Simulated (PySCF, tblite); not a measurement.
**C₄H₁₂AlBO: geometry, infrared bands and NMR shifts**

Aim: predict the infrared bands and NMR shifts of C₄H₁₂AlBO (`B[C@H]1CC[O+]([AlH3-])C1`).

Programs: tblite 0.8.0 and PySCF 2.14.0, with density-fitted response routines of our own. Each step states its level of theory. These are calculated values for one molecule in the gas phase, unless marked as measured. Atoms are numbered from 0 throughout.

**1. The molecule as given**

19 atoms, charge 0, multiplicity 1; geometry from: force field or distance geometry start.

Bonds of the start (Å): B0–C1 1.59, C1–C2 1.51, C2–C3 1.52, C3–O4 1.43, O4–Al5 1.87, O4–C6 1.41, C6–C1 1.53, B0–H7 1.18, B0–H8 1.18, C1–H9 1.12, C2–H10 1.12, C2–H11 1.12, C3–H12 1.10, C3–H13 1.12, Al5–H14 1.59, Al5–H15 1.59, Al5–H16 1.60, C6–H17 1.12, C6–H18 1.12.

**2. Optimising the geometry with GFN2-xTB**

Job settings and geometry (Å):

```
{"job": {"kind": "relax", "xc": "GFN2-xTB", "basis": "xTB"}, "charge": 0, "multiplicity": 1}
B     -2.349700     1.083800     0.710700
C     -1.348700    -0.131300     0.490800
C     -1.173100    -0.548600    -0.950000
C      0.326300    -0.655500    -1.144700
O      0.908600    -0.662000     0.161200
Al     2.682200    -0.071700     0.131800
C      0.081900     0.178000     0.929900
H     -3.484100     0.974700     0.399100
H     -1.990800     2.096500     1.201600
H     -1.721900    -1.006100     1.090600
H     -1.678800    -1.527100    -1.136600
H     -1.599300     0.200300    -1.665600
H      0.668200     0.194100    -1.755000
H      0.579700    -1.613300    -1.661300
H      3.554400    -1.035500    -0.782500
H      2.751200     1.414900    -0.438700
H      3.265900    -0.078500     1.626200
H      0.209900    -0.063500     2.013800
H      0.308100     1.260300     0.771100
```

Launch:

```sh
OMP_NUM_THREADS=1 python probes_run.py task.json out
```

The driver reads the jobs from task.json and runs them one after another.

**Question.** This job is followed by: GFN2-xTB harmonic vibrations, gas phase; GIAO PBE0/pcSseg-1 NMR shielding, non-relativistic, gas phase. Predict these results of the whole session: strongest single infrared mode (GFN2-xTB); zero-point energy (GFN2-xTB); 13C shifts against TMS (PBE0/pcSseg-1); 1H shifts against TMS (PBE0/pcSseg-1, means over atoms taken as alike); 11B shifts against BF3·OEt2 (PBE0/pcSseg-1); 17O shifts against H2O (PBE0/pcSseg-1); 27Al shifts against AlH4- (PBE0/pcSseg-1); surface potential, 1st and 99th percentile.

**Answer**, as computed:

```
                                                              quantity                                                     value
                             strongest single infrared mode (GFN2-xTB)                                      787 cm⁻¹, 830 km/mol
                                          zero-point energy (GFN2-xTB)                                             90.6 kcal/mol
                                13C shifts against TMS (PBE0/pcSseg-1)                                75.5, 72.5, 46.7, 30.6 ppm
1H shifts against TMS (PBE0/pcSseg-1, means over atoms taken as alike)  7.96, 4.96, 4.69, 4.26, 3.96, 3.65, 2.62, 2.31, 2.02 ppm
                           11B shifts against BF3·OEt2 (PBE0/pcSseg-1)                                                  87.0 ppm
                                17O shifts against H2O (PBE0/pcSseg-1)                                                  53.1 ppm
                             27Al shifts against AlH4- (PBE0/pcSseg-1)                                                  78.5 ppm
                                 surface potential, 1st and 99th percentile                                        -1.30 V and 1.88 V
```

**Reading.** Relaxing lowered the energy by 0.784 eV in 168 steps; the close pair that moved most is C1–C2, from 1.510 to 1.545 Å. All 51 modes are real, so the xTB geometry is a minimum. The strongest single mode, at 787 cm⁻¹, has its largest shares on H16, H14 and H15 (the list is cut at 3 atoms). GFN2-xTB is a fitted tight-binding method: band positions and strengths are rough. Its intensities can rank the bands wrongly. At PBE0/pcSseg-1: Shielding is most anisotropic at B0 (span 193 ppm, paramagnetic term -177 ppm). At PBE0/pcSseg-1, counted by nearest atom on the grid, the HOMO lies on H15, H16 about 41 % each; Al5 8 %, the LUMO on B0 51 %; H7, H8 about 15 % each.
